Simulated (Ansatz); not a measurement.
# CO: the cost of one run

Computed with Ansatz 0.2.0 (reference: DFT r2SCAN, plane waves, PAW, scalar-relativistic, no spin polarisation, unless a step's input says otherwise).

### Step 1. The starting structure

It takes space group P2_13 (No. 198, cubic). Conventional cell: a = 5.630 Å, b = 5.630 Å, c = 5.630 Å, α = 90.00°, β = 90.00°, γ = 90.00°. C (site symmetry 3) has 1 O at 1.06 Å as nearest neighbours. Around O (site symmetry 3) lie 1 C at 1.06 Å.

Structure file:

```xyz
8
Lattice="5.6300 0.0000 0.0000 0.0000 5.6300 0.0000 0.0000 0.0000 5.6300" Properties=species:S:1:pos:R:3 pbc="T T T"
C     5.3935    5.3935    5.3935
C     3.0515    0.2365    2.5785
C     2.5785    3.0515    0.2365
C     0.2365    2.5785    3.0515
O     0.3772    0.3772    0.3772
O     2.4378    5.2528    3.1922
O     3.1922    2.4378    5.2528
O     5.2528    3.1922    2.4378
```

### Step 2. Baseline

File input.yaml:

```yaml
crystal:
  lattice:
    - [5.63, 0.0, 0.0]
    - [0.0, 5.63, 0.0]
    - [0.0, 0.0, 5.63]
  atoms:
    - { symbol: C, position: [0.958, 0.958, 0.958] }
    - { symbol: C, position: [0.542, 0.042, 0.458] }
    - { symbol: C, position: [0.458, 0.542, 0.042] }
    - { symbol: C, position: [0.042, 0.458, 0.542] }
    - { symbol: O, position: [0.067, 0.067, 0.067] }
    - { symbol: O, position: [0.433, 0.933, 0.567] }
    - { symbol: O, position: [0.567, 0.433, 0.933] }
    - { symbol: O, position: [0.933, 0.567, 0.433] }
  symmetry: { tolerance: 0.0003 }
kpoints:
  mp_grid: { grid: [3, 3, 3], shift: [0, 0, 0] }
magnetization:
  spin_polarized: false
scf:
  occupations: { method: methfessel_paxton, width: 0.2125 }
hamiltonian:
  pseudopotentials: { kind: paw }
  xc: r2scan
basis:
  ecutwfc: 500
output:
  forces: true
  stress: true
  eigenvalues: true
```

Command:

```console
$ ansatz run input.yaml --threads 1 --pin off --max-ram 2560MiB --backend cpu --events-out ev --progress --plain --runs-dir out
```

What time and memory should one allow on 1 thread of Arm Neoverse V2, shared host?

About 5.8 s, with a peak of 0.68 GiB.
